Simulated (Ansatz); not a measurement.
# F₂GeH₄Si: how energies converge with the basis set

An exercise on one series of results from a longer session: the logs are not shown, and one member is left open.

Program: Ansatz 0.2.0, Gaussian basis. Level of theory: one geometry, several basis sets. These are calculated values, not measurements.

Plan: PBE0-D4/def2-SVP; ωB97M-V/def2-SVP; PBE0-D4/def2-QZVPP; ωB97M-V/def2-QZVPP; the functionals' def2-TZVPP values are taken from earlier runs.

### The relaxed structure

An earlier PBE0-D4 in a triple-zeta def2 set relaxation fixed the geometry.

SMILES `F[SiH](F)[GeH3]`, 8 atoms, charge 0, spin multiplicity 1.

Atoms are counted from 1 here; the program's logs count them from 0.

Bond lengths: F1–Si2 1.592 Å, Si2–F3 1.592 Å, Si2–Ge4 2.377 Å, Si2–H5 1.481 Å, Ge4–H6 1.536 Å, Ge4–H7 1.535 Å, Ge4–H8 1.536 Å. Angles: F1–Si2–F3 107.0°, F1–Si2–Ge4 109.5°, F1–Si2–H5 107.4°, F3–Si2–Ge4 109.5°, F3–Si2–H5 107.4°, Ge4–Si2–H5 115.8°, Si2–Ge4–H6 109.5°, Si2–Ge4–H7 110.3°, Si2–Ge4–H8 109.5°, H6–Ge4–H7 109.3°, H6–Ge4–H8 108.8°, H7–Ge4–H8 109.3°.

Set-up of the first run:

Input file in.yaml:

```yaml
crystal:
  periodic: [false, false, false]
  atoms:
    - {symbol: F, position_ang: [1.301846, -1.418631, 1.197444]}
    - {symbol: Si, position_ang: [1.139943, -0.126637, 0.280852]}
    - {symbol: F, position_ang: [1.983128, -0.386419, -1.044723]}
    - {symbol: Ge, position_ang: [-1.151502, 0.164446, -0.281326]}
    - {symbol: H, position_ang: [1.776460, 1.004181, 0.994857]}
    - {symbol: H, position_ang: [-1.969954, 0.389580, 0.998809]}
    - {symbol: H, position_ang: [-1.682321, -1.076627, -1.011199]}
    - {symbol: H, position_ang: [-1.305500, 1.392907, -1.190416]}
basis:
  gaussian: {orbitals: def2-SVP}
hamiltonian: {xc: pbe0, dispersion: d4}
output: {orbitals: {seedname: orbitals}}
```

Steps of the session up to this table: PBE0-D4 in def2-SVP; ωB97M-V in def2-SVP; PBE0-D4 in def2-QZVPP; ωB97M-V in def2-QZVPP.

One of the session's tables, all rows but one given; the rest of the session is left out.

It belongs to the step «Functionals by basis». 

```
functional       basis  HOMO (eV)  LUMO (eV)
   PBE0-D4    def2-SVP      -8.47       0.03
   PBE0-D4  def2-TZVPP          ?          ?
   PBE0-D4  def2-QZVPP      -8.53      -0.34
   ωB97M-V    def2-SVP     -10.50       1.96
   ωB97M-V  def2-TZVPP     -10.58       1.58
   ωB97M-V  def2-QZVPP     -10.60       1.28
```

**Question.** Estimate the row for PBE0-D4, def2-TZVPP.

The run gave: HOMO (eV): -8.52; LUMO (eV): -0.24. In the column «HOMO (eV)» it lies between PBE0-D4, def2-QZVPP (-8.53) and PBE0-D4, def2-SVP (-8.47).
